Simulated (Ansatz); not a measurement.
# CH₄ClFO₂Sn: up Jacob's ladder to CCSD(T)

Aim: compute CH₄ClFO₂Sn with functionals from several rungs and with coupled cluster, and see how far each lands from CCSD(T) at the basis-set limit for the atomisation energy.

Computed with Ansatz 0.2.0, Gaussian basis. Level: functionals in def2-TZVPP, the program's frozen cores in correlated methods.

The runs, in order: LDA (SPW92), PBE-D4, revPBE-D4, BLYP-D4, r2SCAN-D4, B97M-V, PBE0-D4, B3LYP-D4, r2SCANh-D4, r2SCAN0-D4, HSE06-D4, BHLYP-D4, CAM-B3LYP-D4, LC-ωPBE, ωB97X-V, ωB97M-V, B2PLYP, PBE-QIDH; CCSD(T)/def2-SVP; CCSD(T)/def2-TZVPP; MP2/def2-QZVPP; extrapolation to the limit; RPA on PBE.

### Step 1. The geometry

The geometry comes from an earlier relaxation with PBE0-D4 in a triple-zeta def2 set; it is a stationary point, not always the lowest conformer. Sn takes the def2 core potential; no spin-orbit term is included.

10 atoms, charge 0, spin multiplicity 1.

Atoms are counted from 1 here; the program's logs count them from 0.

Bond lengths: C1–O2 1.418 Å, C1–H7 1.095 Å, C1–H8 1.096 Å, C1–H9 1.092 Å, O2–Sn3 1.924 Å, Sn3–O4 1.934 Å, Sn3–F5 1.894 Å, Sn3–Cl6 2.300 Å, O4–H10 0.962 Å. Angles: O2–C1–H7 112.0°, O2–C1–H8 112.1°, O2–C1–H9 106.9°, H7–C1–H8 109.0°, H7–C1–H9 108.4°, H8–C1–H9 108.3°, C1–O2–Sn3 120.6°, O2–Sn3–O4 110.1°, O2–Sn3–F5 105.4°, O2–Sn3–Cl6 113.3°, O4–Sn3–F5 109.6°, O4–Sn3–Cl6 110.5°, F5–Sn3–Cl6 107.8°, Sn3–O4–H10 113.4°.

### Step 2. LDA

This LDA is Slater exchange with PW92 correlation.

Contents of in.yaml:

```yaml
crystal:
  periodic: [false, false, false]
  atoms:
    - {symbol: C, position_ang: [-1.618382, -0.600790, 0.416980]}
    - {symbol: O, position_ang: [-0.385292, -0.364938, 1.076182]}
    - {symbol: Sn, position_ang: [1.072404, 0.486143, 0.153670]}
    - {symbol: O, position_ang: [1.709744, -0.649762, -1.275573]}
    - {symbol: F, position_ang: [2.435850, 0.697275, 1.451457]}
    - {symbol: Cl, position_ang: [0.541741, 2.573861, -0.652179]}
    - {symbol: H, position_ang: [-1.506058, -1.283355, -0.432016]}
    - {symbol: H, position_ang: [-2.083575, 0.327844, 0.068037]}
    - {symbol: H, position_ang: [-2.285265, -1.064075, 1.146684]}
    - {symbol: H, position_ang: [2.202031, -0.173301, -1.950542]}
basis:
  gaussian: {orbitals: def2-TZVPP}
hamiltonian: {xc: lda}
output: {orbitals: {seedname: orbitals}}
```

The run is started by

```
> ansatz run in.yaml --threads 2 --pin off --events-out ev --progress --plain --max-ram 20480MiB --backend cuda --devices 0, --max-vram 18GiB
```

After this run come: PBE-D4 (GGA); revPBE-D4 (GGA); BLYP-D4 (GGA); r2SCAN-D4 (meta-GGA); B97M-V (meta-GGA); B3LYP-D4 (hybrid); r2SCANh-D4 (hybrid); r2SCAN0-D4 (hybrid); HSE06-D4 (hybrid); BHLYP-D4 (hybrid); CAM-B3LYP-D4 (range-separated); LC-ωPBE (range-separated); ωB97X-V (range-separated); ωB97M-V (range-separated); B2PLYP (double hybrid); PBE-QIDH (double hybrid); CCSD(T) in def2-SVP; CCSD(T) in def2-TZVPP; MP2 in def2-QZVPP; RPA on PBE orbitals.

Before running them: what should the planned runs give, taken together? Wanted: atomisation energy, CCSD(T)/CBS; farthest beyond LDA; mean size of error, GGA; mean size of error, meta-GGA; mean size of error, hybrid; mean size of error, range-separated; mean size of error, double hybrid; gap, smallest and largest; T1 diagnostic.

As calculated:

| quantity | value |
| --- | --- |
| atomisation energy, CCSD(T)/CBS | 36.873 eV |
| functionals within 0.369 eV (1.0 %) | r2SCAN-D4, B97M-V, ωB97X-V |
| farthest beyond LDA | BHLYP-D4 (-2.378 eV) |
| mean size of error, GGA | 0.562 eV |
| mean size of error, meta-GGA | 0.236 eV |
| mean size of error, hybrid | 1.143 eV |
| mean size of error, range-separated | 0.433 eV |
| mean size of error, double hybrid | 0.978 eV |
| gap, smallest and largest | 3.54 eV (LDA (SPW92)), 11.52 eV (LC-ωPBE) |
| T1 diagnostic | 0.0139 |
| triples share of the correlation energy | 3.5 % |

**Reading.** LDA overbinds by 5.798 eV (16 %). PBE-D4 is off by +0.455 eV. Double hybrids carry the basis error of their MP2 part in triple zeta, and no dispersion term here, so their miss is partly the set-up's. By mean error the best rung here is meta-GGA (0.236 eV) and the worst beyond LDA is hybrid (1.143 eV). double hybrid functionals lie within the reference's doubt of that worst mean (0.978 eV), so those two tie. The mean of the hybrids holds BHLYP, with half exact exchange. The reference freezes the cores and leaves out spin-orbit coupling and excitations past (T), and its outer-core shells are covered unevenly, so misses under about 0.369 eV can't be ranked. All levels share the lack of spin-orbit coupling, which lowers the free heavy atoms and so the true binding. Hartree-Fock recovers 67 % of the binding; the rest is correlation. CCSD(T) in def2-SVP is off by -3.275 eV, so the small basis spoils what the method gains. The gap grows from 3.5 to 11.5 eV across the functionals, mostly with the share of exact exchange. Correlated methods include outer-core shells of Sn, which these sets cover unevenly.
